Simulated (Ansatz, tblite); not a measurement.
# The cluster Cu3H3−: one state, many levels

The task here is to estimate one member of a computed series from the others.

The runs use Ansatz 0.2.0, Gaussian basis; as each input shows.

The runs, in order: GFN1-xTB, GFN2-xTB, PBE-D4/def2-TZVPD, r2SCAN-D4/def2-TZVPD, r2SCAN0-D4/def2-TZVPD, BLYP-D4/def2-TZVPD, LDA/def2-TZVPD, PBE-QIDH/def2-TZVPD, revPBE-D4/def2-TZVPD, LC-ωPBE(0.10)/def2-TZVPD, LC-ωPBE(0.15)/def2-TZVPD, LC-ωPBE(0.20)/def2-TZVPD, LC-ωPBE(0.30)/def2-TZVPD, PBE-D4/def2-SVPD, PBE0-D4/def2-SVPD, CCSD(T)/def2-SVPD, MP2/def2-TZVPD, RPA/def2-TZVPD.

### The geometry

The geometry is that of the doublet, from an earlier relaxation (PBE0-D4/def2-SVPD). At that level it is the lowest of the isomers that a small search found.

6 atoms, charge -1, spin multiplicity 2.

Bond lengths: Cu1–Cu2 2.447 Å, Cu1–Cu3 2.479 Å, Cu1–H5 1.597 Å, Cu1–H6 1.599 Å, Cu2–H5 1.647 Å, Cu3–H4 1.546 Å, Cu3–H6 1.619 Å. Angles: Cu2–Cu1–Cu3 156.8°, Cu2–Cu1–H5 41.8°, Cu2–Cu1–H6 138.5°, Cu3–Cu1–H5 142.9°, Cu3–Cu1–H6 39.9°, H5–Cu1–H6 174.7°, Cu1–Cu2–H5 40.3°, Cu1–Cu3–H4 147.0°, Cu1–Cu3–H6 39.3°, H4–Cu3–H6 173.7°, Cu1–H5–Cu2 97.9°, Cu1–H6–Cu3 100.7°.

No spin-orbit coupling is included. The ion is computed in the gas phase, without counter-ions or solvent.

PBE0-D4/def2-TZVPD was run before; its log isn't repeated, and its numbers join the tables.

Set-up of the first run:

Tight binding, by tblite at 300 K electronic temperature and without a spin-polarisation term:

```python
tblite.interface.Calculator('GFN1-xTB', numbers, positions, charge=-1, uhf=1).singlepoint()
```

Tight binding, by tblite at 300 K electronic temperature and without a spin-polarisation term:

```python
tblite.interface.Calculator('GFN2-xTB', numbers, positions, charge=-1, uhf=1).singlepoint()
```

start.molden holds the orbitals of an earlier run on this state, given as this run's starting guess.

in.yaml

```yaml
crystal:
  periodic: [false, false, false]
  atoms:
    - {symbol: Cu, position_ang: [0.682071, -0.113475, 0.004988]}
    - {symbol: Cu, position_ang: [2.824058, 1.057739, -0.161090]}
    - {symbol: Cu, position_ang: [-1.758315, -0.359686, 0.363711]}
    - {symbol: H, position_ang: [-3.176434, -0.226364, -0.237068]}
    - {symbol: H, position_ang: [1.780275, 0.206780, -1.109313]}
    - {symbol: H, position_ang: [-0.351654, -0.564984, 1.138772]}
basis:
  gaussian: {orbitals: def2-TZVPD, initial_orbitals: start.molden}
total_charge: -1
magnetization: {spin_polarized: true, initial_magnetization: 1}
hamiltonian: {xc: pbe, dispersion: d4}
scf: {omitted_lower_state_checks: [starts]}
output: {forces: true, orbitals: {seedname: orbitals}}
```

Launch:

```bash
$ ansatz run in.yaml --threads 4 --pin off --events-out ev --progress --plain --max-ram 3916MiB
```

Steps of the session up to this table: PBE-D4/def2-TZVPD; r2SCAN-D4/def2-TZVPD; r2SCAN0-D4/def2-TZVPD; BLYP-D4/def2-TZVPD; LDA/def2-TZVPD; PBE-QIDH/def2-TZVPD; revPBE-D4/def2-TZVPD; LC-ωPBE(0.10)/def2-TZVPD; LC-ωPBE(0.15)/def2-TZVPD; LC-ωPBE(0.20)/def2-TZVPD; LC-ωPBE(0.30)/def2-TZVPD; PBE-D4/def2-SVPD; PBE0-D4/def2-SVPD; CCSD(T)/def2-SVPD; MP2/def2-TZVPD; RPA/def2-TZVPD.

One of the session's tables, all rows but one given; the rest of the session is left out.

It belongs to the step «Levels side by side». 

```
                   level  HOMO (eV)  LUMO (eV)  gap (eV)
          LDA/def2-TZVPD       0.19       0.84      0.65
        PBE-D4/def2-SVPD       0.43       1.27      0.85
       PBE-D4/def2-TZVPD       0.31       1.15      0.84
    revPBE-D4/def2-TZVPD       0.36       1.24      0.89
      BLYP-D4/def2-TZVPD       0.47       1.09      0.63
    r2SCAN-D4/def2-TZVPD       0.11       1.42      1.31
       PBE0-D4/def2-SVPD      -0.18       2.13      2.31
      PBE0-D4/def2-TZVPD      -0.29       2.04      2.32
   r2SCAN0-D4/def2-TZVPD      -0.45       2.00      2.46
LC-ωPBE(0.10)/def2-TZVPD      -1.06       2.47      3.54
LC-ωPBE(0.15)/def2-TZVPD      -1.51       2.94      4.45
LC-ωPBE(0.20)/def2-TZVPD          ?          ?         ?
LC-ωPBE(0.30)/def2-TZVPD      -2.20       3.64      5.84
```

Estimate the missing values for LC-ωPBE(0.20)/def2-TZVPD.

As computed: HOMO (eV): -1.83; LUMO (eV): 3.27; gap (eV): 5.10. In the column «HOMO (eV)» it lies between LC-ωPBE(0.30)/def2-TZVPD (-2.20) and LC-ωPBE(0.15)/def2-TZVPD (-1.51).
